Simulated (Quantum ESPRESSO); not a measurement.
# LiTaO2: zone-centre phonons under several settings

```
Li Ta O
1.0
     1.51597    0.87524    5.50354
    -1.51597    0.87524    5.50354
     0.00000   -1.75049    5.50354
Li Ta O
1 1 2
Cartesian
  0.0000 0.0000 8.2553
  0.0000 0.0000 0.0000
  0.0000 0.0000 4.4034
  0.0000 0.0000 12.1072
```

The cell comes from a database or a generator and needn't be the stable form of this composition.

All runs used Quantum ESPRESSO 7.5; potentials PseudoDojo 0.4.1 SR LDA standard; given cell; no spin polarisation; cutoff 1143 eV; occupations fermi-dirac, width 0.05 eV.

| level | k mesh (s: shifted) | pressure (GPa) | lowest optical mode without the field (cm⁻¹) | highest optical mode without the field (cm⁻¹) |
| --- | --- | --- | --- | --- |
| LDA | 4 × 4 × 4 | 0.5 | 216i | 443 |
| LDA | 6 × 6 × 6 | 0.1 | 183i | 414 |
| LDA | 8 × 8 × 8 | ? | ? | ? |

Q: What stands in the row left open?

A: Pressure -0.1 GPa; lowest optical mode without the field 171i cm⁻¹; highest optical mode without the field 460 cm⁻¹.

Values marked i are imaginary: the cell is unstable against those modes at that level, or the meshes are too thin.

Caveats: some runs use coarse meshes; the atoms weren't relaxed first, which shifts the frequencies; some modes are imaginary; the mesh is thin for the phonons of a metal (some runs).

For the row left open. Caveat: the atoms weren't relaxed first, which shifts the frequencies; some modes are imaginary.
